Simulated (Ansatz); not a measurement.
Write a Python script for the Ansatz DFT code, driven from Python that makes a rigid scan of one bond angle of CH4O2Sn, SMILES O=C[O][SnH3]. Level of theory (for the species named): PBE, def2-SVP basis, multiplicity 1.

| atom | x (Å) | y (Å) | z (Å) |
| --- | --- | --- | --- |
| O | 1.3500 | -0.6946 | 1.4113 |
| C | 1.6117 | 0.2247 | 0.5513 |
| O | 0.6677 | 0.6598 | -0.4203 |
| Sn | -1.0930 | -0.0639 | -0.5171 |
| H | 2.6112 | 0.6461 | 0.5504 |
| H | -2.0012 | 0.2573 | 0.9916 |
| H | -1.0702 | -1.7999 | -0.7842 |
| H | -1.9839 | 0.7134 | -1.8388 |

`bend_ch4o2sn.py`
```python
'''Energy of CH4O2Sn against one bond angle.'''

import ansatz
from ase import Atoms


def main() -> None:
    atoms = Atoms(['O', 'C', 'O', 'Sn', 'H', 'H', 'H', 'H'], positions=[
        (1.35, -0.6946, 1.4113),
        (1.6117, 0.2247, 0.5513),
        (0.6677, 0.6598, -0.4203),
        (-1.093, -0.0639, -0.5171),
        (2.6112, 0.6461, 0.5504),
        (-2.0012, 0.2573, 0.9916),
        (-1.0702, -1.7999, -0.7842),
        (-1.9839, 0.7134, -1.8388),
    ])

    # relax first, so that the scan starts from a minimum
    first = ansatz.Crystal.molecule_from_ase(atoms).calculation()
    first = first.basis(gaussian='def2-SVP')
    first = first.functional('pbe').relax(force_tolerance=0.02, max_steps=80)
    atoms.positions = first.run(threads=1, backend='cpu').report['positions_ang']

    rows = []
    for angle in [85, 95, 105, 115, 125, 140, 160]:
        bent = atoms.copy()
        bent.set_angle(1, 2, 3, angle, indices=[3, 5, 6, 7])
        calc = ansatz.Crystal.molecule_from_ase(bent).calculation().basis(gaussian='def2-SVP').functional('pbe')
        rows.append((angle, calc.run(threads=1, backend='cpu').report['free_energy_ev']))
    floor = min(e for _, e in rows)
    for angle, e in rows:
        print(f'angle C1-O2-Sn3 = {angle:3d} deg   {1000 * (e - floor):9.1f} meV')


if __name__ == '__main__':
    main()
```

```console
$ python bend_ch4o2sn.py
angle C1-O2-Sn3 =  85 deg       840.6 meV
angle C1-O2-Sn3 =  95 deg       109.9 meV
angle C1-O2-Sn3 = 105 deg         0.0 meV
angle C1-O2-Sn3 = 115 deg        67.0 meV
angle C1-O2-Sn3 = 125 deg       192.8 meV
angle C1-O2-Sn3 = 140 deg       421.1 meV
angle C1-O2-Sn3 = 160 deg       717.9 meV
```

The scan is rigid, and the energies are electronic, in a modest basis. The zero is the lowest point of the grid, which needn't be the minimum. def2 sets replace the cores of elements past krypton by effective core potentials. Finished in 36 s on 1 thread of Arm Neoverse V2, on a shared host, peak memory 0.2 GiB.
